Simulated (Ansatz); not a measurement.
# CH9AlOSi2: the cost of one run

Method: RKS B3LYP-D4/def2-SVP, in Ansatz 0.2.0.

### Step 1. Starting point

Bond lengths: C1–Si2 1.800 Å, Si2–Al3 2.359 Å, Al3–O4 1.892 Å, O4–Si5 1.764 Å, C1–H6 1.105 Å, C1–H7 1.150 Å, C1–H8 1.134 Å, Si2–H9 1.513 Å, Si2–H10 1.465 Å, Al3–H11 1.596 Å, Si5–H12 1.448 Å, Si5–H13 1.517 Å, Si5–H14 1.423 Å. Angles (14 of 22 angles, heavy atoms first): C1–Si2–Al3 107.9°, Si2–Al3–O4 118.0°, Al3–O4–Si5 101.6°, C1–Si2–H9 109.1°, C1–Si2–H10 110.2°, Al3–Si2–H9 111.1°, Al3–Si2–H10 110.1°, Si2–C1–H6 114.0°, Si2–C1–H7 110.4°, Si2–C1–H8 110.8°, Si2–Al3–H11 119.9°, O4–Al3–H11 122.1°, O4–Si5–H12 111.3°, O4–Si5–H13 110.5°.

As a file:

```xyz
14

C    -1.1778    1.5633    1.2310
Si    0.4589    0.8394    1.4252
Al    0.4055   -1.3308    0.5017
O     1.5914   -1.7196   -0.9200
Si    0.6133   -1.2914   -2.3247
H    -1.9791    1.0093    1.7529
H    -1.1933    2.6370    1.6433
H    -1.4436    1.6680    0.1339
H     0.8099    0.7965    2.8964
H     1.4599    1.6569    0.7351
H    -0.5842   -2.4277    1.1051
H    -0.6101   -2.0650   -2.3691
H     0.2489    0.1809   -2.2907
H     1.3873   -1.5461   -3.4911
```

### Step 2. End point A

Input file input.yaml:

```yaml
crystal:
  periodic: [false, false, false]
  atoms:
    - { symbol: C, position_ang: [-1.1778, 1.5633, 1.231] }
    - { symbol: Si, position_ang: [0.4589, 0.8394, 1.4252] }
    - { symbol: Al, position_ang: [0.4055, -1.3308, 0.5017] }
    - { symbol: O, position_ang: [1.5914, -1.7196, -0.92] }
    - { symbol: Si, position_ang: [0.6133, -1.2914, -2.3247] }
    - { symbol: H, position_ang: [-1.9791, 1.0093, 1.7529] }
    - { symbol: H, position_ang: [-1.1933, 2.637, 1.6433] }
    - { symbol: H, position_ang: [-1.4436, 1.668, 0.1339] }
    - { symbol: H, position_ang: [0.8099, 0.7965, 2.8964] }
    - { symbol: H, position_ang: [1.4599, 1.6569, 0.7351] }
    - { symbol: H, position_ang: [-0.5842, -2.4277, 1.1051] }
    - { symbol: H, position_ang: [-0.6101, -2.065, -2.3691] }
    - { symbol: H, position_ang: [0.2489, 0.1809, -2.2907] }
    - { symbol: H, position_ang: [1.3873, -1.5461, -3.4911] }
basis:
  gaussian: { orbitals: def2-SVP }
hamiltonian:
  xc: b3lyp
  dispersion: d4
relax:
  f_tol: 0.02
  max_steps: 50
```

Command:

```
> ansatz run input.yaml --threads 2 --pin off --max-ram 3072MiB --backend cpu --events-out ev --progress --plain --runs-dir out
```

What time and memory should one allow on 2 threads of AMD EPYC 9R14 (Zen 4), shared host?

About 1.7 min, with a peak of 0.35 GiB.
